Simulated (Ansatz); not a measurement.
# ZrC+ (quartet): the correlation ladder, def2-TZVPP

An exercise on one series of results from a longer session: the logs are not shown, and one member is left open.

Computed with Ansatz 0.2.0, Gaussian basis. Level: def2-TZVPP, core rule «outside noble gas», up to 5 orbitals frozen.

To be run: UHF; CCSD(T) on ROHF; CCSD(T) on UHF; CCSDT(Q) on ROHF; CCSDT(Q) on UHF.

8 further runs of the same task are left out: 7 for a known fault of the program, 1 set aside as unsound or not needed.

### What is computed

The geometry is a PBE0/def2-TZVP stationary point (not a proven minimum). No spin-orbit coupling is included. Elements past krypton take def2 core potentials.

2 atoms, charge 1, spin multiplicity 4.

Atoms are counted from 1 here; the program's logs count them from 0.

Bond lengths: Zr1–C2 1.897 Å.

As a file:

```
Zr    0.0000    0.0000    0.0000
C     0.0000    0.0000    1.8970
```

The first run:

File in.yaml:

```yaml
crystal:
  periodic: [false, false, false]
  atoms:
    - {symbol: Zr, position_ang: [0.000000, 0.000000, 0.000000]}
    - {symbol: C, position_ang: [0.000000, 0.000000, 1.897000]}
basis:
  gaussian: {orbitals: def2-TZVPP}
total_charge: 1
magnetization: {spin_polarized: true, initial_magnetization: 3}
hamiltonian: {xc: hf}
output: {orbitals: {seedname: orbitals}}
```

Started as:

```console
$ ansatz run in.yaml --threads 1 --pin off --events-out ev --progress --plain --max-ram 4096MiB --backend cpu
```

Steps of the session up to this table: UHF; CCSD(T) on ROHF; CCSD(T) on UHF; CCSDT(Q) on ROHF; CCSDT(Q) on UHF.

One of the session's tables, all rows but one given; the rest of the session is left out.

It belongs to the step «Misses and costs». 

```
   method  from RCCSDT(Q) (meV)
     ROHF               +5618.2
     RMP2                +795.7
     UMP2               +1353.9
    RCCSD                +437.5
    UCCSD                +398.4
 RCCSD(T)                 +76.1
 UCCSD(T)                 +53.5
   RCCSDT                 +34.3
   UCCSDT                  -5.5
RCCSDT(Q)                     0
UCCSDT(Q)                     ?
```

**Question.** Estimate the row for UCCSDT(Q).

**Answer.** from RCCSDT(Q) (meV): -45.7. In the column «from RCCSDT(Q) (meV)» it is the lowest.

Left out of the table: UHF (another determinant or state than the rows shown).

Caveats from the session: Warnings: spin contamination; coupled cluster took another determinant than the lowest; large T1 diagnostic. Restricted and unrestricted rows rest on different reference determinants; where their highest levels disagree by more than a few hundredths of an eV, they describe different states and don't form one ladder.
